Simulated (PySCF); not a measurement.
# A diatomic session: RbB+

An exercise on one series of results from a longer session: the logs are not shown, and one member is left open.

Computed with PySCF 2.14.0. Level: Rb jorge-DZP-DKH, B jorge-DZP-DKH, spin-free X2C with a Gaussian nucleus.

The first run:

A driver script around PySCF takes these settings:

| Item | Value |
| --- | --- |
| atoms | Rb, B |
| charge | 1 |
| basis | Rb jorge-DZP-DKH, B jorge-DZP-DKH |
| Hamiltonian | spin-free X2C with a Gaussian nucleus |
| basis functions | 51 |
| electrons treated | 41 |
| masses in u | 84.9118, 11.0093 |
| levels | PBE0, PBE, r²SCAN, B3LYP, revPBE, M06-L, ωB97X, HF, MP2, SCS-MP2, CCSD, CCSD(T) |
| grid | 80 radial by 434 angular points |
| occupations | held fixed by the projection of orbital angular momentum |
| dissociation limit | Rb+ + B, each in its ground configuration |
| starting distance in angstrom | 2.975 |
| values of 2S to try | 1, 3 |

Command:

```sh
> OMP_NUM_THREADS=1 python dia.py task.json out
```

Among the steps run: The job; The PBE0 curve of the state that the search chose; Higher solutions at PBE0; PBE; r²SCAN (meta-GGA); B3LYP; revPBE (GGA); M06-L (meta-GGA); ωB97X (range-separated hybrid); UHF (mean field); Adding correlation.

One table of the session follows, with a row left open; its other results are not shown here.

It belongs to the step «Constants by level of theory». 

```
      level  Re (Å)  ωe (cm⁻¹)  De (eV)
        UHF   3.683      106.1    0.226
    UHF-MP2       ?          ?        ?
UHF-SCS-MP2   3.670      104.2    0.228
   UHF-CCSD   3.686      101.2    0.221
UHF-CCSD(T)   3.683      101.3    0.222
        PBE   3.546      112.8    0.313
     revPBE   3.655      100.4    0.280
     r²SCAN   3.554      114.5    0.292
      M06-L   3.492      126.9    0.228
      B3LYP   3.559      112.7    0.278
       PBE0   3.527      116.5    0.288
      ωB97X   3.462      132.0    0.284
```

Estimate the missing values for UHF-MP2.

**Answer.** Re (Å): 3.652; ωe (cm⁻¹): 106.0; De (eV): 0.234. In the column «Re (Å)» it lies between B3LYP (3.559) and revPBE (3.655).

De is counted to Rb+ + B in their ground configurations.

To keep in mind: The bond is weak, and basis-set superposition, which was not computed, may be a sizeable part of it.
